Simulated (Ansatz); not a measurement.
**CH₇AlB₂Si: basis-set convergence**

One table from this session's results is given with a row withheld; the runs are named, their logs left out.

The runs use Ansatz 0.2.0, Gaussian basis; one geometry, several basis sets.

Levels to be run: PBE0-D4/def2-SVP; ωB97M-V/def2-SVP; PBE0-D4/def2-QZVPP; ωB97M-V/def2-QZVPP; the functionals' def2-TZVPP values are taken from earlier runs.

## The geometry

The geometry comes from an earlier relaxation with PBE0-D4 in a triple-zeta def2 set; it is a stationary point, not always the lowest conformer.

12 atoms, charge 0, spin multiplicity 1.

Atoms are counted from 1 here; the program's logs count them from 0.

Bond lengths: Si1–B2 1.983 Å, Si1–H6 1.492 Å, Si1–H7 1.492 Å, Si1–H8 1.491 Å, B2–B3 1.572 Å, B2–Al5 2.077 Å, B2–H9 1.267 Å, B3–C4 1.461 Å, B3–Al5 2.043 Å, C4–Al5 2.155 Å, C4–H10 1.094 Å, C4–H11 1.088 Å, Al5–H9 1.886 Å, Al5–H12 1.570 Å. Angles: B2–Si1–H6 112.3°, B2–Si1–H7 112.4°, B2–Si1–H8 110.9°, H6–Si1–H7 106.5°, H6–Si1–H8 107.1°, H7–Si1–H8 107.3°, Si1–B2–B3 135.6°, Si1–B2–Al5 147.1°, Si1–B2–H9 113.2°, B3–B2–Al5 66.4°, B3–B2–H9 109.3°, Al5–B2–H9 63.3°, B2–B3–C4 142.4°, B2–B3–Al5 68.7°, C4–B3–Al5 73.8°, B3–C4–Al5 65.6°, B3–C4–H10 122.2°, B3–C4–H11 122.0° and more.

Set-up of the first run:

Input file in.yaml:

```yaml
crystal:
  periodic: [false, false, false]
  atoms:
    - {symbol: Si, position_ang: [-2.330514, -0.618718, -0.131449]}
    - {symbol: B, position_ang: [-0.469995, 0.057753, -0.241029]}
    - {symbol: B, position_ang: [0.517849, 0.788515, 0.738726]}
    - {symbol: C, position_ang: [1.938928, 1.008619, 0.997478]}
    - {symbol: Al, position_ang: [1.528663, -0.383106, -0.595381]}
    - {symbol: H, position_ang: [-3.321625, 0.362358, -0.661717]}
    - {symbol: H, position_ang: [-2.523970, -1.878286, -0.907689]}
    - {symbol: H, position_ang: [-2.710391, -0.906561, 1.281101]}
    - {symbol: H, position_ang: [-0.059059, 0.198670, -1.431031]}
    - {symbol: H, position_ang: [2.527946, 0.335321, 1.626411]}
    - {symbol: H, position_ang: [2.391370, 1.995611, 0.925590]}
    - {symbol: H, position_ang: [2.587798, -1.015477, -1.567010]}
basis:
  gaussian: {orbitals: def2-SVP}
hamiltonian: {xc: pbe0, dispersion: d4}
output: {orbitals: {seedname: orbitals}}
```

The run is started by

```sh
$ ansatz run in.yaml --threads 4 --pin off --events-out ev --progress --plain --max-ram 10444MiB
```

Among the steps run: PBE0-D4 in def2-SVP; ωB97M-V in def2-SVP; PBE0-D4 in def2-QZVPP; ωB97M-V in def2-QZVPP.

One of the session's tables, all rows but one given; the rest of the session is left out.

It belongs to the step «Density functionals: the series». 

```
functional       basis  HOMO (eV)  LUMO (eV)
   PBE0-D4    def2-SVP      -6.48      -1.45
   PBE0-D4  def2-TZVPP      -6.48      -1.50
   PBE0-D4  def2-QZVPP      -6.49      -1.54
   ωB97M-V    def2-SVP      -8.40       0.27
   ωB97M-V  def2-TZVPP      -8.44       0.15
   ωB97M-V  def2-QZVPP          ?          ?
```

**Question.** Estimate the row for ωB97M-V, def2-QZVPP.

**Answer.** HOMO (eV): -8.44; LUMO (eV): -0.02.
